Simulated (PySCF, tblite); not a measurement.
**C4H12O2SSi2: geometry, infrared bands and NMR shifts**

What infrared bands and NMR shifts should C4H12O2SSi2 (`C[C@H](C[SiH2]S[SiH3])C(=O)O`) show?

Computed with tblite 0.8.0 and PySCF 2.14.0, with density-fitted response routines of our own, on a single molecule in the gas phase. Atoms count from 0, in the outputs and in this text.

### 1 Starting geometry

21 atoms, charge 0, multiplicity 1; geometry from: force field or distance geometry start.

Bonds of the start (Å): C0–C1 1.54, C1–C2 1.52, C2–Si3 1.89, Si3–S4 2.16, S4–Si5 2.14, C1–C6 1.52, C6–O7 1.21, C6–O8 1.35, C0–H9 1.09, C0–H10 1.09, C0–H11 1.10, C1–H12 1.11, C2–H13 1.10, C2–H14 1.09, Si3–H15 1.47, Si3–H16 1.48, Si5–H17 1.48, Si5–H18 1.49, Si5–H19 1.48, O8–H20 0.99.

### 2 Optimising the geometry with GFN2-xTB

The job: settings as JSON, then the geometry in Å.

```
{"job": {"kind": "relax", "xc": "GFN2-xTB", "basis": "xTB"}, "charge": 0, "multiplicity": 1}
C      2.757400    -1.140100     0.189300
C      1.429700    -0.361400     0.288700
C      0.569300    -0.615600    -0.944000
Si    -1.199300     0.042900    -0.884400
S     -2.273300    -1.084700     0.606300
Si    -4.120100    -0.039900     0.316100
C      1.756000     1.108000     0.470400
O      1.769600     1.964800    -0.390800
O      2.066600     1.413600     1.748400
H      3.322900    -0.816900    -0.678900
H      3.370600    -0.976800     1.073600
H      2.560700    -2.216100     0.103700
H      0.891300    -0.702400     1.203200
H      1.047200    -0.171300    -1.830900
H      0.500500    -1.682300    -1.136500
H     -1.860900    -0.154200    -2.177900
H     -1.219900     1.469600    -0.489600
H     -4.578100    -0.214500    -1.080700
H     -3.925900     1.401100     0.638900
H     -5.121200    -0.609800     1.246600
H      2.248000     2.384600     1.728100
```

Launch:

```bash
> OMP_NUM_THREADS=1 python probes_run.py task.json out
```

One launch serves the whole session: the jobs run in the order shown.

**Question.** This job is followed by: GFN2-xTB harmonic vibrations, gas phase; GIAO PBE0/pcSseg-1 NMR shielding, non-relativistic, gas phase. What will the session give for the following? strongest single infrared mode (GFN2-xTB); zero-point energy (GFN2-xTB); 13C shifts against TMS (PBE0/pcSseg-1); 1H shifts against TMS (PBE0/pcSseg-1, means over atoms taken as alike); 29Si shifts against TMS (PBE0/pcSseg-1); 33S shifts against CS2 (PBE0/pcSseg-1); 17O shifts against H2O (PBE0/pcSseg-1).

As calculated:

| quantity | value |
| --- | --- |
| strongest single infrared mode (GFN2-xTB) | 1752 cm⁻¹, 458 km/mol |
| zero-point energy (GFN2-xTB) | 94.2 kcal/mol |
| 13C shifts against TMS (PBE0/pcSseg-1) | 185.6, 37.1, 21.2, 19.5 ppm |
| 1H shifts against TMS (PBE0/pcSseg-1, means over atoms taken as alike) | 6.38, 5.21, 4.88, 4.64, 3.00, 1.45, 0.99, 0.85 ppm |
| 29Si shifts against TMS (PBE0/pcSseg-1) | -29.0, -59.3 ppm |
| 33S shifts against CS2 (PBE0/pcSseg-1) | -341 ppm |
| 17O shifts against H2O (PBE0/pcSseg-1) | 439.3, 207.2 ppm |

The optimisation took 184 steps and gained 0.245 eV; among the close pairs (by a distance rule), Si5–H18 changed most, from 1.489 to 1.457 Å. No mode is imaginary among the 57: a minimum at this level. The strongest single mode, at 1752 cm⁻¹, moves mainly C6 and O7. GFN2-xTB is a fitted tight-binding method: band positions and strengths are rough. Its intensities can rank the bands wrongly. The most deshielded carbon is C6 (carboxylic acid carbon), at 185.6 ppm: it is a carbonyl in resonance with an O or N lone pair, the region of acids, esters and amides. At PBE0/pcSseg-1: Shielding is most anisotropic at O7 (span 592 ppm, paramagnetic term -512 ppm).
